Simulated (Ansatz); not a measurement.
This script makes a convergence test of the plane-wave cutoff of Ta, space group P6_3/mmc with Ansatz 0.2.0 through its Python package.

`ta.cif`
```cif
data_Ta
_cell_length_a 2.900372
_cell_length_b 2.900372
_cell_length_c 5.166274
_cell_angle_alpha 90.00000
_cell_angle_beta 90.00000
_cell_angle_gamma 120.00000
_symmetry_space_group_name_H-M 'P 1'
_symmetry_Int_Tables_number 1
loop_
_symmetry_equiv_pos_as_xyz
'x, y, z'
loop_
_atom_site_label
_atom_site_type_symbol
_atom_site_fract_x
_atom_site_fract_y
_atom_site_fract_z
Ta1 Ta    0.666667    0.333333    0.750000
Ta2 Ta    0.333333    0.666667    0.250000
```

Script `ecut_ta.py`:
```python
# -*- coding: utf-8 -*-
'''Cutoff test for Ta.'''

import ansatz as az
from ase.io import read


def main():
    atoms = read('ta.cif')
    system = az.Crystal.from_ase(atoms)

    base = system.calculation().kpoints(13, 13, 7).occupations('fermi_dirac', width=0.05).functional('pbesol')

    rows = []
    for value in [250, 350, 450, 550]:
        summary = base.basis(value).run(threads=1, pin='off').report
        rows.append((value, summary['free_energy_ev'] / len(summary['lattice']['sites']), summary['n_iterations'], summary['n_pw']))

    print(' cutoff (eV)   F/atom (eV)    iterations   plane waves')
    for row in rows:
        print(f'{str(row[0]):>12s}  {row[1]:12.5f}  {row[2]:12d}  {row[3]:12d}')

    # differences from the last row
    for row in rows[:-1]:
        shift = 1000 * (row[1] - rows[-1][1])
        print(f'{row[0]}: {shift:+.2f} meV/atom' + ('  (within 1 meV)' if abs(shift) < 1 else ''))


if __name__ == '__main__':
    main()
```

From which cutoff on is the energy per atom within 1 meV of the last row, and how does it get there?

From 450 eV on it stays within 1 meV an atom of the value at 550 eV; the first row (250 eV) is off by 117.4 meV and the last but one by 0.28 meV. The energy falls steadily, as expected when plane waves are added.

What the script printed:

```console
$ python ecut_ta.py
DeckWarning: the atoms were moved onto the symmetric positions of the space group found under crystal.symmetry.tolerance 1.0e-5 (fractional; no operation is sought that the atoms, as they stand in a [...]
DeckWarning: basis.ecutwfc = 250 eV is below the records' recommended 420 eV, and the density's cutoff is lower with it unless basis.ecutrho_ratio is high enough to keep the records' density cutoff: compare with a run at a higher cutoff
DeckWarning: basis.ecutwfc = 350 eV is below the records' recommended 420 eV, and the density's cutoff is lower with it unless basis.ecutrho_ratio is high enough to keep the records' density cutoff: compare with a run at a higher cutoff
 cutoff (eV)   F/atom (eV)    iterations   plane waves
         250   -9806.07396             6           337
         350   -9806.18666             6           561
         450   -9806.19105             6           785
         550   -9806.19133             6          1111
250: +117.38 meV/atom
350: +4.67 meV/atom
450: +0.28 meV/atom  (within 1 meV)
```
(Warnings from the package without file and line, shortened.)

Notes:
- Spin is left out of this run.
- Spin-orbit coupling, which matters for elements this heavy, is left out.
- This isn't the structure that Ta takes at ambient conditions.
- Shifts are counted from the last row, which is itself no proven limit.
- Wall time of the script: 8 s on 1 thread of Intel(R) Xeon(R) Processor @ 2.30GHz (shared host), peak memory 0.6 GiB.
